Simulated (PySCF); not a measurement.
# H8HfNO8ScSi: the cost of one run

Computed with PySCF 2.14.0; each step states its level. No surroundings beyond the atoms listed, unless a continuum is named. Atoms count from 0, parts from 1.

### Step 1. Starting point

Each species was relaxed by itself at GFN2-xTB.

### Step 2. Energies of the species: PBE0-D3(BJ)/def2-SVP

The job: settings as JSON, then the geometry in Å.

```
{"job": {"kind": "react", "xc": "PBE0", "basis": "def2-SVP", "disp": "d3bj"}, "charge": 0, "multiplicity": 1}
-1 H7HfNO6Si charge 0 multiplicity 1
N     -2.739710     0.513420    -0.469440
Hf    -0.733610     0.387100    -0.534270
O     -0.408880     1.627270    -1.917230
O     -0.270800    -1.258890    -1.364110
O     -0.380540     0.172940     1.408290
Si     1.110960    -0.356560     1.303910
O      1.234420    -1.951550     0.974130
O      1.579040     0.501510    -0.086380
O      2.209850     0.026220     2.429230
H     -3.129360     0.416780     0.472000
H     -3.227580     1.295870    -0.907790
H     -1.143750     1.773080    -2.521580
H      0.402820    -1.006740    -2.010070
H      0.686970    -2.253440     0.239300
H      2.519960     0.675230    -0.187960
H      2.290200    -0.562220     3.171990

-1 H3O3Sc charge 0 multiplicity 1
O     -1.096360    -1.027060    -0.960210
Sc     0.010770     0.008970     0.009520
O      0.745890    -0.628370     1.522290
O      0.367590     1.683160    -0.551670
H     -1.631890    -1.747970    -1.290650
H      1.225980    -0.779440     2.335860
H      0.378030     2.490720    -1.065140

+1 H8HfNO8ScSi charge 0 multiplicity 1
O      2.063430     3.103850    -1.511940
Sc     2.019020     1.364260    -0.956560
O      3.050230     0.276790    -2.022690
N      1.499090     1.002830     1.028860
Hf    -0.377940     0.416870     0.725180
O     -1.366480     1.999280     0.978190
O     -0.074680     0.457010    -1.254340
O     -1.005370    -0.879750     2.194420
Si    -1.580320    -1.876670     1.125890
O     -2.351550    -3.265450     1.433010
O     -0.288300    -2.150830     0.099730
O     -2.454570    -0.852450     0.130180
H      2.497820     3.772550    -2.048030
H      3.812900     0.217210    -2.603650
H      1.575350     1.673960     1.805080
H     -0.892590     2.766030     0.631760
H     -0.178860    -0.405820    -1.682330
H     -2.692920    -3.397240     2.312010
H     -0.009450    -3.051740    -0.071470
H     -3.244830    -1.170670    -0.313280

+1 H2O charge 0 multiplicity 1
O     -0.002750     0.379370     0.001650
H     -0.770730    -0.195130     0.005790
H      0.773480    -0.184240    -0.007440
```

Level: PBE0-D3(BJ)/def2-SVP reaction energy of separated species, gas phase.

Command:

```bash
$ OMP_NUM_THREADS=1 python cluster_run.py task.json out
```

This one command runs all jobs of the session in turn.

**Question.** How long does this first job take on 1 thread of Arm Neoverse V2, shared host, and how much memory does it need?

About 44 s, with a peak of 1.2 GiB.
